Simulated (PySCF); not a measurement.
# C3H3BF2: the cost of one run

Programs: PySCF 2.14.0, with density-fitted response routines of our own. Each step states its level of theory. These are calculated values for one molecule in the gas phase, unless marked as measured. Atoms are numbered from 0 throughout.

### 1 The molecule as given

9 atoms, charge 0, multiplicity 1; geometry from: PBE0-D3(BJ)/def2-SVP.

Bonds of the start (Å): F0–B1 1.32, B1–C2 1.53, C2–C3 1.30, C3–F4 1.30, C3–C5 1.45, C5–C2 1.57, B1–H6 1.21, C5–H7 1.10, C5–H8 1.10.

### 2 TDDFT and polarisability: LDA/def2-SVPD

What the job is given:

```
{"job": {"kind": "uv", "xc": "LDA", "basis": "def2-SVPD", "ip": true}, "charge": 0, "multiplicity": 1}
F      2.415055     0.807970    -0.240112
B      1.696791    -0.283619    -0.030626
C      0.174988    -0.181100     0.014618
C     -1.024921    -0.670248     0.141496
F     -1.761235    -1.722183     0.330357
C     -1.073416     0.763758    -0.078096
H      2.282908    -1.329830     0.119133
H     -1.286671     1.445722     0.759195
H     -1.367012     1.164114    -1.060602
```

With the program's defaults for keys left out, this is: TDDFT LDA/def2-SVPD, vertical, gas phase, core orbitals frozen in the response.

On the command line:

```bash
OMP_NUM_THREADS=1 python probes_run.py task.json out
```

The driver reads the jobs from task.json and runs them one after another.

Q: Estimate the wall time and peak memory of this first job on 1 thread of Intel Xeon 6975P-C, shared host.

About 25 s, with a peak of 0.4 GiB.
